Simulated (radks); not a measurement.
# Valence configurations of Au

One table from this session's results is given with a row withheld; the runs are named, their logs left out.

Method: Dirac Kohn-Sham, PBE, spin-unpolarised, spherical densities, finite nucleus; open shells fill j = l - 1/2 first. Code: radks (a radial shooting solver on a logarithmic mesh, Libxc functionals) version 1.

**The system**

```
element            : gold (Z = 79)
charge             : 0
electrons          : 79
configuration      : [Xe] 4f14 5d10 6s1
nuclear rms radius : 5.4371 fm
others tried       : 4f14 5d10 6s0.5 6p0.5; 4f13 5d10 6s2; 4f14 5d9 6s2; 4f13 5d10 6s1 6p1; 4f14 5d9 6s1 6p1; 4f13.5 5d9.5 6s2; 4f14 5d10 6p1; 4f12 5d10 6s1 6p2; 4f14 5d9 6p2
```

Set-up of the first run:

Settings of this run:

```text
Z 79
configuration [Xe] 4f14 5d10 6s1
relativity Dirac
functional pbe,pbe
spin unpolarised
j_filling energy
nucleus finite rms 5.4371 fm
c 137.035999084
```

Among the steps run: [Xe] 4f14 5d10 6s1.

One of the session's tables, all rows but one given; the rest of the session is left out.

It belongs to the step «[Xe] 4f14 5d10 6s1». Sizes of the orbitals, from the radial functions (bohr):

```
level     <r>  outermost maximum (interpolated)  90 % within  nodes
5s1/2  0.9282                             0.849         1.33      4
4f5/2  0.4952                             0.373        0.796      0
4f7/2  0.5023                             0.378        0.807      0
5p1/2   1.004                             0.897         1.46      3
5p3/2   1.104                             0.978         1.61      3
5d3/2       ?                                 ?            ?      ?
5d5/2   1.657                              1.23         2.64      2
6s1/2   2.868                              2.32         4.35      5
```

Q: Estimate the row for 5d3/2 from the others.

As computed: <r>: 1.571; outermost maximum (interpolated): 1.19; 90 % within: 2.48; nodes: 2. In the column «<r>» it lies between 5p3/2 (1.104) and 5d5/2 (1.657).
